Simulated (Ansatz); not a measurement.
# CH₂ClF₃Si: one species, many methods

One table from this session's results is given with a row withheld; the runs are named, their logs left out.

Computed with Ansatz 0.2.0, Gaussian basis. Level: functionals in def2-TZVPP, the program's frozen cores in correlated methods.

Plan: LDA (SPW92), PBE-D4, revPBE-D4, BLYP-D4, r2SCAN-D4, B97M-V, PBE0-D4, B3LYP-D4, r2SCANh-D4, r2SCAN0-D4, HSE06-D4, BHLYP-D4, CAM-B3LYP-D4, LC-ωPBE, ωB97X-V, ωB97M-V, B2PLYP, PBE-QIDH; CCSD(T)/def2-SVP; CCSD(T)/def2-TZVPP; MP2/def2-QZVPP; extrapolation to the limit; RPA on PBE.

## Structure used throughout

All runs share one geometry, relaxed beforehand with PBE0-D4 in a triple-zeta def2 set.

SMILES `FC(F)(F)[SiH2]Cl`, 8 atoms, charge 0, spin multiplicity 1.

Atoms are counted from 1 here; the program's logs count them from 0.

Bond lengths: F1–C2 1.341 Å, C2–F3 1.348 Å, C2–F4 1.341 Å, C2–Si5 1.931 Å, Si5–Cl6 2.036 Å, Si5–H7 1.477 Å, Si5–H8 1.477 Å. Angles: F1–C2–F3 107.1°, F1–C2–F4 107.3°, F1–C2–Si5 112.7°, F3–C2–F4 107.1°, F3–C2–Si5 109.7°, F4–C2–Si5 112.6°, C2–Si5–Cl6 108.2°, C2–Si5–H7 107.5°, C2–Si5–H8 107.6°, Cl6–Si5–H7 110.3°, Cl6–Si5–H8 110.3°, H7–Si5–H8 112.8°.

As a file:

```xyz
8
CH2ClF3Si
F     0.3151   -0.6744    1.7634
C     0.6658   -0.5399    0.4764
F     0.8208   -1.7814   -0.0248
F     1.8701    0.0493    0.4514
Si   -0.6520    0.4202   -0.5589
Cl   -0.8523    2.2830    0.2381
H    -0.1497    0.5068   -1.9451
H    -1.9256   -0.3208   -0.4563
```

The first run:

File in.yaml:

```yaml
crystal:
  periodic: [false, false, false]
  atoms:
    - {symbol: F, position_ang: [0.315114, -0.674377, 1.763414]}
    - {symbol: C, position_ang: [0.665812, -0.539888, 0.476427]}
    - {symbol: F, position_ang: [0.820825, -1.781385, -0.024818]}
    - {symbol: F, position_ang: [1.870118, 0.049297, 0.451410]}
    - {symbol: Si, position_ang: [-0.652049, 0.420200, -0.558894]}
    - {symbol: Cl, position_ang: [-0.852253, 2.283019, 0.238071]}
    - {symbol: H, position_ang: [-0.149702, 0.506772, -1.945112]}
    - {symbol: H, position_ang: [-1.925564, -0.320836, -0.456297]}
basis:
  gaussian: {orbitals: def2-TZVPP}
hamiltonian: {xc: lda}
output: {orbitals: {seedname: orbitals}}
```

Command:

```sh
$ ansatz run in.yaml --threads 4 --pin off --events-out ev --progress --plain --max-ram 10444MiB
```

Steps of the session up to this table: LDA; PBE-D4 (GGA); revPBE-D4 (GGA); BLYP-D4 (GGA); r2SCAN-D4 (meta-GGA); B97M-V (meta-GGA); PBE0-D4 (hybrid); B3LYP-D4 (hybrid); r2SCANh-D4 (hybrid); r2SCAN0-D4 (hybrid); HSE06-D4 (hybrid); BHLYP-D4 (hybrid); CAM-B3LYP-D4 (range-separated); LC-ωPBE (range-separated); ωB97X-V (range-separated); ωB97M-V (range-separated); B2PLYP (double hybrid); PBE-QIDH (double hybrid).

One of the session's tables, all rows but one given; the rest of the session is left out.

It belongs to the step «Orbital energies across the functionals». 

```
  functional  HOMO (eV)  gap (eV)
 LDA (SPW92)      -8.02      6.41
      PBE-D4      -7.87      6.57
   revPBE-D4      -7.80      6.63
     BLYP-D4      -7.78      6.63
   r2SCAN-D4      -8.24      7.30
      B97M-V          ?         ?
     PBE0-D4      -9.37      8.96
    B3LYP-D4      -9.15      8.53
  r2SCANh-D4      -8.79      8.16
  r2SCAN0-D4      -9.62      9.43
    HSE06-D4      -8.96      8.18
    BHLYP-D4     -10.80     11.32
CAM-B3LYP-D4     -10.81     11.44
     LC-ωPBE     -12.12     13.99
     ωB97X-V     -11.78     13.51
     ωB97M-V     -11.62     13.07
```

**Question.** Estimate the row for B97M-V.

**Answer.** HOMO (eV): -8.35; gap (eV): 7.30. In the column «HOMO (eV)» it lies between r2SCANh-D4 (-8.79) and r2SCAN-D4 (-8.24).
